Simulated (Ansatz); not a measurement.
# Sb2As: the cost of one run

Computed with Ansatz 0.2.0 (DFT PBE, scalar-relativistic, plane waves, PAW, unless a step's input says otherwise).

## 1. The system as given

The structure is trigonal, space group R3m (No. 160). The conventional cell has a = 3.493 Å, b = 3.493 Å, c = 20.288 Å, α = 90.00°, β = 90.00°, γ = 120.00°. Sb (site symmetry 3m) is surrounded by 3 As at 2.61 Å. As (site symmetry 3m) has 6 Sb at 2.61 Å as nearest neighbours.

Structure file:

```
CELL_PARAMETERS angstrom
1.74661 1.00840 6.76260
-1.74661 1.00840 6.76260
0.00000 -2.01681 6.76260
ATOMIC_POSITIONS crystal
Sb 0.74840 0.74840 0.74840
Sb 0.58490 0.58490 0.58490
As 0.00000 0.00000 0.00000
```

(A quick probe on a coarse mesh, which set the mesh and smearing, is not shown.)

## 3. Coarse relaxation

File input.yaml:

```yaml
crystal:
  lattice:
    - [1.7466064249, 1.0084036895, 6.7625957045]
    - [-1.7466064249, 1.0084036895, 6.7625957045]
    - [0.0, -2.0168073791, 6.7625957045]
  atoms:
    - { symbol: Sb, position: [0.7484, 0.7484, 0.7484] }
    - { symbol: Sb, position: [0.5849, 0.5849, 0.5849] }
    - { symbol: As, position: [0.0, 0.0, 0.0] }
basis:
  ecutwfc: 420
kpoints:
  mp_grid: { grid: [6, 6, 6] }
hamiltonian:
  xc: pbe
scf:
  occupations: { method: gaussian, width: 0.1 }
  lower_state_search: "off"
output:
  forces: true
  stress: true
  eigenvalues: true
relax:
  adjacent_minimum: "off"
  f_tol: 0.04
  max_steps: 70
  cell: { stress_tol: 0.4 }
```

On the command line:

```console
ansatz run input.yaml --threads 1 --pin off --max-ram 2560MiB --backend cpu --events-out ev --progress --plain --runs-dir out
```

What time and memory should one allow on 1 thread of Intel Xeon 6975P-C (Granite Rapids), shared host?

About 39 s, with a peak of 0.41 GiB.
